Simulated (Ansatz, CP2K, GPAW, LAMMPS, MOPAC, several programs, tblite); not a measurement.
## KI (Fm-3m) from semi-empirical methods to plane-wave DFT

A 2-atom cell of KI started from a crystallographic database, relaxed with r2SCAN in Ansatz, was computed with several methods. It is cubic, Fm-3m (No. 225); conventional cell a = 7.089 Å, 44.53 Å³ an atom. K has 6 I at 3.54 Å; I has 6 K at 3.54 Å. No spin polarisation and no zero-point or thermal motion.

```xyz
2
Lattice="0.0000 3.5446 3.5446 3.5446 0.0000 3.5446 3.5446 3.5446 0.0000" Properties=species:S:1:pos:R:3 pbc="T T T"
K     0.0000    0.0000    0.0000
I     3.5446    3.5446    3.5446
```

Gaps and times are for a single point on this cell; volume and bulk modulus come from each method's own relaxation or energy curve at fixed shape. Times are rough, from shared hosts (Arm Neoverse V1), and each method has its own mesh and cell size. GFN1-xTB (tblite): levels, charges or heat of formation failed a check of plausibility, so no values are given. PM6 (MOPAC), PM7 (MOPAC), GFN1-xTB (tblite), GFN2-xTB (tblite) treat a cluster of cells at its zone centre, which samples few k points: where these miss a band edge, the gap comes out too large for that reason alone. Gaps from k meshes are read at a limited set of points (mesh, symmetry points, PBE's band edges), so each method's own least gap may be somewhat smaller. Force fields have no electrons; where one was fitted to this phase, its volume and modulus reflect the fit. xTB and the PM methods were fitted mostly to molecules, and can miss a solid's gap by electronvolts. Minimal bases can be far off for gaps. GLLB-SC's gap includes the derivative discontinuity. d marks a direct gap, i an indirect one (no mark: not told apart), a dash a value that wasn't computed or didn't pass its checks.

```
                          method              kind  gap (eV)  own volume (Å³/atom)  bulk modulus (GPa)  atoms computed  processor time
             ffield.eim (LAMMPS)       force field         –                     –                   –               2          0.12 s
light PBE (260 eV, its own mesh)  light plane-wave    3.91 d                     –                   –               2          0.79 s
                             PBE         semilocal    3.94 d                 46.20                  11               2           2.4 s
               GFN1-xTB (tblite)     tight binding         –                     –                   –              64           2.6 s
                     PM7 (MOPAC)    semi-empirical     10.79                     –                   –              64           3.5 s
               GFN2-xTB (tblite)     tight binding      6.11                     –                   –              64           3.7 s
                     PM6 (MOPAC)    semi-empirical      8.00                     –                   –              64           4.6 s
                          r2SCAN         semilocal    4.59 d                 44.53                  12               2           5.9 s
          PBE/single zeta (GPAW)       small basis    3.72 d                     –                   –               2           8.5 s
                  PBE/SZV (CP2K)       small basis    3.51 d                 48.07                  12               2           9.1 s
                  GLLB-SC (GPAW)   model potential      7.32                     –                   –               2            13 s
                 PBE/DZVP (CP2K)       small basis    3.90 d                 46.48                  11               2            17 s
```

Against r2SCAN (4.59 eV) the nearest gap at the points sampled is that of PBE (-0.64 eV) and the farthest that of PM7 (MOPAC) (+6.21 eV). r2SCAN is only a yardstick of convenience: semilocal gaps usually lie below measured ones, which GLLB-SC and hybrids aim to mend.

Volumes against r2SCAN's: PBE +3.7 %, PBE/SZV (CP2K) +7.9 %, PBE/DZVP (CP2K) +4.4 %.

Spin-orbit coupling is left out, which matters wherever the heavy atoms make up the band edges.
